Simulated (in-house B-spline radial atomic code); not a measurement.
**Os: ionisation energy by several methods**

An exercise on one series of results from a longer session: the logs are not shown, and one member is left open.

Method: non-relativistic, several functionals, spin-polarised, exact exchange averaged over the configuration; spherical all-electron atom at the radial basis limit. Code: in-house B-spline radial atomic code version 1.

## The system

```
element       : osmium (Z = 76)
charge        : 0
electrons     : 76
configuration : [Xe] 4f14 5d6 6s2
nucleus       : point
```

The outer shells:

[Xe] 4f14 5d6 6s2
```
[Xe] core
4f [↑↓][↑↓][↑↓][↑↓][↑↓][↑↓][↑↓]
5d [↑↓][↑ ][↑ ][↑ ][↑ ]
6s [↑↓]
```

Where spins are not typed, each open shell is filled with up spins first.

The first run:

Settings of the run:

```ini
Z = 76
electrons = 76.0
configuration = [Xe] 4f14 5d6 6s2
hamiltonian = nr
method = tpssh
spin_polarised = True
exact_exchange = averaged over the configuration
```

Run with:

```
> python run_scf.py task.json out
```

One command runs all members of the session, one after another, from task.json.

Among the steps run: TPSSh; CAM-B3LYP; M06-2X; r2SCAN0; PBE0.

One of the session's tables, all rows but one given; the rest of the session is left out.

```
   method  ΔSCF (eV)
    TPSSh      6.866
   M06-2X      7.236
  r2SCAN0      6.898
     PBE0      6.946
CAM-B3LYP          ?
```

Estimate the missing values for CAM-B3LYP.

**Answer.** ΔSCF (eV): 7.263. In the column «ΔSCF (eV)» it is the highest.

To keep in mind: These runs leave out relativity, which matters at this nuclear charge.
